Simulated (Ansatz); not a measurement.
# SnH3O radical: how energies converge with the basis set

How large a basis does SnH3O radical need? Two functionals are run in growing sets.

Program: Ansatz 0.2.0, Gaussian basis. Level of theory: one geometry, several basis sets. These are calculated values, not measurements.

The runs, in order: PBE0-D4/def2-SVP; ωB97M-V/def2-SVP; PBE0-D4/def2-QZVPP; ωB97M-V/def2-QZVPP; the functionals' def2-TZVPP values are taken from earlier runs.

1 further run of the same task is left out (for a known fault of the program).

### Step 1. The relaxed structure

All runs share one geometry, relaxed beforehand with PBE0-D4 in a triple-zeta def2 set. Sn takes the def2 core potential; no spin-orbit term is included.

SMILES `[OH][SnH2]`, 5 atoms, charge 0, spin multiplicity 2.

Atoms are counted from 1 here; the program's logs count them from 0.

Bond lengths: O1–Sn2 1.976 Å, O1–H3 0.960 Å, Sn2–H4 1.735 Å, Sn2–H5 1.722 Å. Angles: Sn2–O1–H3 113.3°, O1–Sn2–H4 106.9°, O1–Sn2–H5 101.9°, H4–Sn2–H5 111.7°.

### Step 2. PBE0-D4 in def2-SVP

in.yaml reads:

```yaml
crystal:
  periodic: [false, false, false]
  atoms:
    - {symbol: O, position_ang: [0.707361, -0.732935, 0.861875]}
    - {symbol: Sn, position_ang: [0.104492, 0.308848, -0.705519]}
    - {symbol: H, position_ang: [0.368586, -1.631323, 0.873208]}
    - {symbol: H, position_ang: [-1.606838, 0.061318, -0.845924]}
    - {symbol: H, position_ang: [0.476300, 1.920394, -0.224940]}
basis:
  gaussian: {orbitals: def2-SVP}
magnetization: {spin_polarized: true, initial_magnetization: 1}
hamiltonian: {xc: pbe0, dispersion: d4}
output: {orbitals: {seedname: orbitals}}
```

Started as:

```bash
ansatz run in.yaml --threads 2 --pin off --events-out ev --progress --plain --max-ram 22528MiB --backend cpu
```

The runs that follow: ωB97M-V in def2-SVP; PBE0-D4 in def2-QZVPP; ωB97M-V in def2-QZVPP.

Q: Predict the results of all the runs planned. Wanted: PBE0-D4: double and triple zeta above quadruple; ωB97M-V: double and triple zeta above quadruple.

As calculated:

```
                                       quantity          value
PBE0-D4: double and triple zeta above quadruple  3.25, 0.19 eV
ωB97M-V: double and triple zeta above quadruple  3.36, 0.19 eV
```

PBE0-D4 gains 3.06 eV from double to triple zeta, then 0.19 eV more. These are total energies; as a rule much of such shifts cancels in differences, which this series doesn't test.
